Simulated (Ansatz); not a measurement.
# Ag: the cost of one run

Computed, not measured: Ansatz 0.2.0, DFT, r2SCAN, no spin polarisation, plane waves, PAW.

The COD cell was measured well above room temperature, so it is larger than a cold one.

### Step 1. Geometry

Symmetry: Fm-3m, No. 225, cubic system. The conventional cell has a = 4.120 Å, b = 4.120 Å, c = 4.120 Å, α = 90.00°, β = 90.00°, γ = 90.00°. Around Ag (site symmetry m-3m) lie 12 Ag at 2.91 Å.

As a file:

```
CELL_PARAMETERS angstrom
0.00000 2.05988 2.05988
2.05988 0.00000 2.05988
2.05988 2.05988 0.00000
ATOMIC_POSITIONS crystal
Ag 0.00000 0.00000 0.00000
```

The first density is read from a saved solution for the starting cell.

### Step 2. The relaxation

Input file input.yaml:

```yaml
crystal:
  lattice:
    - [0.0, 2.05987607, 2.05987607]
    - [2.05987607, 0.0, 2.05987607]
    - [2.05987607, 2.05987607, 0.0]
  atoms:
    - { symbol: Ag, position: [0.0, 0.0, 0.0] }
  symmetry: { tolerance: 0.0003 }
kpoints:
  mp_grid: { grid: [14, 14, 14], shift: [0, 0, 0] }
magnetization:
  spin_polarized: false
scf:
  occupations: { method: fermi_dirac, width: 0.113 }
  lower_state_search: "off"
hamiltonian:
  pseudopotentials: { kind: paw }
  xc: r2scan
basis:
  ecutwfc: 500
  fft_grid_basis: typed
relax:
  max_steps: 60
  cell: { p_target: 0.0 }
  f_tol: 0.03
output:
  forces: true
  stress: true
  eigenvalues: true
  bader: true
  populations: true
  elf: true
  write_potential: true
  volumetric_format: npy
  dos:
    e_range: [-12, 8]
    de: 0.05
    projected: { site_lists: { Ag: [Ag] } }
checkpoint:
  read: saved_state
```

Run with:

```
$ ansatz run input.yaml --threads 2 --pin off --max-ram 3584MiB --backend cpu --events-out ev --progress --plain --runs-dir out
```

**Question.** How long does this run take on 2 threads of Intel Xeon Platinum 8488C (Sapphire Rapids), shared host, and how much memory does it need?

About 7.6 s, with a peak of 0.44 GiB.
